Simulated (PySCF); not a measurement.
# IrOBr₂: structure of the quartet

Where does quartet IrOBr₂ go from a T-shaped (ligand arrangement 2) start, is the end point a minimum, and what are its modes, charges and moments?

Program: PySCF 2.14.0. Level of theory: PBE0, basis Ir def2-SVP with ECP60, O def2-SVP, Br def2-SVP, scalar-relativistic core potentials, no spin–orbit coupling, density fitting. These are calculated values, not measurements.

## Step 1: The system as given

4 atoms, charge 0, spin multiplicity 4.

Bond lengths: Ir1–O2 1.720 Å, Ir1–Br3 2.360 Å, Ir1–Br4 2.360 Å. Angles: O2–Ir1–Br3 88.0°, O2–Ir1–Br4 88.0°, Br3–Ir1–Br4 176.0°.

```xyz
4
charge 0 multiplicity 4
Ir    0.0000    0.0000   -0.1105
O     0.0000    0.0000    1.6095
Br    2.3586    0.0000   -0.0281
Br   -2.3586    0.0000   -0.0281
```

## Step 2: Relaxation: T-shaped (ligand arrangement 2) start, quartet

The steps below are one call of a driver around PySCF. For each, scf.py gives the equivalent set-up of the SCF; relaxations use the driver's own optimiser. Before each start the driver seeks the lowest SCF state from one or more starting densities and follows internal instabilities, so scf.py alone need not reach the same state.

The program finds C2v symmetry in the start, which this walk keeps. Threshold on the gradient: 0.0003 Eh/bohr, with a further test on the energy change.

scf.py reads:

```python
from pyscf import gto, scf, dft
mol = gto.M(atom='''
Ir     0.000000     0.000000    -0.110462
O      0.000000     0.000000     1.609538
Br     2.358600    -0.000000    -0.028062
Br    -2.358600     0.000000    -0.028062''',
    basis={'Ir': 'def2-SVP', 'O': 'def2-SVP', 'Br': 'def2-SVP'},
    ecp={'Ir': 'def2-SVP'},
    charge=0, spin=3)
mf = dft.UKS(mol, xc='PBE0')
mf.grids.atom_grid = (50, 194)
aux = {'Ir': 'def2-universal-JKFIT', 'O': 'def2-universal-JKFIT', 'Br': 'def2-universal-JKFIT'}
mf = mf.density_fit(auxbasis=aux)
mf.kernel()
```

The optimiser's trace:

```
step   energy (Eh)  change (kJ/mol)  largest symmetric gradient (Eh/bohr)
   0  -5326.502550             0.00                               0.03432
   1  -5326.512789           -26.88                               0.01548
   2  -5326.519334           -44.07                               0.01035
   3  -5326.520868           -48.09                               0.00804
   4  -5326.521524           -49.82                               0.00218
   5  -5326.521568           -49.93                               0.00025
   6  -5326.521569           -49.93                               0.00007
```

The walk took 43 s on 8 threads, shared host.

Positions (Å) and forces (eV/Å) along the way:

```
step 0
Ir   0.000   0.000  -0.110   0.000   0.000   1.765
O    0.000   0.000   1.610   0.000   0.000   0.052
Br   2.359   0.000  -0.028   0.683   0.000  -0.908
Br  -2.359   0.000  -0.028  -0.683   0.000  -0.908
step 1
Ir   0.000   0.000  -0.015   0.000   0.000   0.325
O    0.000   0.000   1.689   0.000   0.000   0.796
Br   2.383   0.000  -0.116  -0.042   0.000  -0.560
Br  -2.383   0.000  -0.116   0.042   0.000  -0.560
step 3
Ir   0.000   0.000   0.156   0.000   0.000  -0.165
O    0.000   0.000   1.876   0.000   0.000   0.168
Br   2.350   0.000  -0.294  -0.413   0.000  -0.001
Br  -2.350   0.000  -0.294   0.413   0.000  -0.001
step 6
Ir   0.000   0.000   0.192   0.000   0.000   0.003
O    0.000   0.000   1.917   0.000   0.000  -0.003
Br   2.306   0.000  -0.333   0.000   0.000   0.000
Br  -2.306   0.000  -0.333   0.000   0.000   0.000
```

End point (C2v, 6 steps, 49.9 kJ/mol gained): Ir–Br 2.365 Å (×2), Ir–O 1.725 Å; Br–Ir–Br 154.3°, Br–Ir–O 102.8° (×2).

## Step 3: Frequencies

On the finer grid the gradient is checked again; gradients at displacements of ±0.01 bohr then give force constants and infrared intensities.

Changes to scf.py since step 2:

```diff
@@ -3,4 +3,4 @@
-Ir     0.000000     0.000000    -0.110462
-O      0.000000     0.000000     1.609538
-Br     2.358600    -0.000000    -0.028062
-Br    -2.358600     0.000000    -0.028062''',
+Ir    -0.000000    -0.000000     0.150842
+O     -0.000000    -0.000000     1.875878
+Br     2.305827    -0.000000    -0.374510
+Br    -2.305827     0.000000    -0.374510''',
@@ -11 +11 @@
-mf.grids.atom_grid = (50, 194)
+mf.grids.atom_grid = (75, 302)
```

This SCF starts from the last density.

Log of the central SCF (cycles and frontier levels):

```text
init E= -5326.5216068195
[... the frontier-level lines of each cycle are left out ...]
cycle= 1 E= -5326.52160681847  delta_E= 1.04e-09  |g|= 4.96e-05  |ddm|= 7.9e-05
cycle= 2 E= -5326.52160681325  delta_E= 5.22e-09  |g|= 0.000112  |ddm|= 0.000175
cycle= 3 E= -5326.52160681973  delta_E= -6.48e-09  |g|= 9.21e-06  |ddm|= 0.00012
cycle= 4 E= -5326.52160681977  delta_E= -3.46e-11  |g|= 2.71e-07  |ddm|= 6.35e-06
Extra cycle  E= -5326.52160681978  delta_E= -1.27e-11  |g|= 4.07e-07  |ddm|= 9.6e-07
converged SCF energy = -5326.52160681978  <S^2> = 3.7644951  2S+1 = 4.007241
```

The whole step took 95 s.

Geometry: C2v; Ir–Br 2.365 Å (×2), Ir–O 1.725 Å; Br–Ir–Br 154.3°, Br–Ir–O 102.8° (×2).

Harmonic modes (main isotopes):

```
symmetry  ω (cm⁻¹)  IR (km/mol)     type
      b1        74          2.2     bend
      a1        80          0.0     bend
      b2       155          0.9     bend
      a1       244          0.7  stretch
      b2       286         51.4  stretch
      a1       941          8.2  stretch
```

All wavenumbers are real: a minimum.

Constants and moments:

```yaml
Dipole_moment: 1.49 D
Highest_occupied_level: -7.64 eV
Lowest_empty_level: -5.22 eV
Rotational_constants: 0.2036, 0.02009, 0.01828 cm⁻¹
Zero-point_energy: 10.6 kJ/mol
Principal_polarisabilities: 44.0, 58.8, 132.9 bohr³
Atomisation_energy_without_zero-point_energy: 998 kJ/mol
Principal_traceless_quadrupole_moments_about_the_centre_of_mass: -2.17, 0.91, 1.26 D Å
Entropy_at_298.15_K_and_1_bar_electronic_part_spin_only: 369.9 J/(mol K)
Heat_capacity_Cp_at_298.15_K: 74.0 J/(mol K)
Enthalpy_at_298.15_K_above_0_K: 18.25 kJ/mol
Rotational_symmetry_number: 2
Spin_squared_⟨S²⟩: 3.764
```

Charges (e) and bond orders:

```
 atom  Mulliken  Löwdin  polar tensor  spin (Mulliken)  Mayer order to Ir1
  Ir1      0.54   -0.22          1.00             1.57                   –
   O2     -0.22   -0.02         -0.24             0.89                1.84
Br3,4     -0.16    0.12         -0.38             0.27                1.09
```

Mulliken populations on Ir1 (outside its core potential): s 2.80, p 6.31, d 7.30, f 0.05.

## Step 4: Outcome

| quantity | value |
| --- | --- |
| minimum | quartet, C2v |
| geometry | Ir–Br 2.365 Å (×2), Ir–O 1.725 Å; Br–Ir–Br 154.3°, Br–Ir–O 102.8° (×2) |
| wavenumbers (cm⁻¹) | 74 (b1), 80 (a1), 155 (b2), 244 (a1), 286 (b2), 941 (a1) |
| dipole moment | 1.49 D |
| highest occupied, lowest empty level (either spin) | -7.64, -5.22 eV |
| polar-tensor charge of Ir1 | +1.00 e |
| zero-point energy | 10.6 kJ/mol |
| entropy at 298.15 K | 369.9 J/(mol K) |
| atomisation energy (no zero-point energy) | 998 kJ/mol |
| ⟨S²⟩ | 3.764 |

What this shows: The T-shaped (ligand arrangement 2) start keeps its C2v symmetry and ends in a minimum. In the infrared the band at 286 cm⁻¹ (b2, stretch) leads. Most of the spin sits on Ir1 (Mulliken spin 1.57, against 3 for the whole molecule). Only this shape and spin were tried, so other structures or states may lie lower. The soft modes, below some 90 cm⁻¹, carry numerical noise of tens of cm⁻¹, and the entropy with them. One determinant may miss the lowest occupation of an open d or f shell. With an element this heavy the missing spin–orbit coupling can shift these numbers.

The search up to here took 2.6 min.
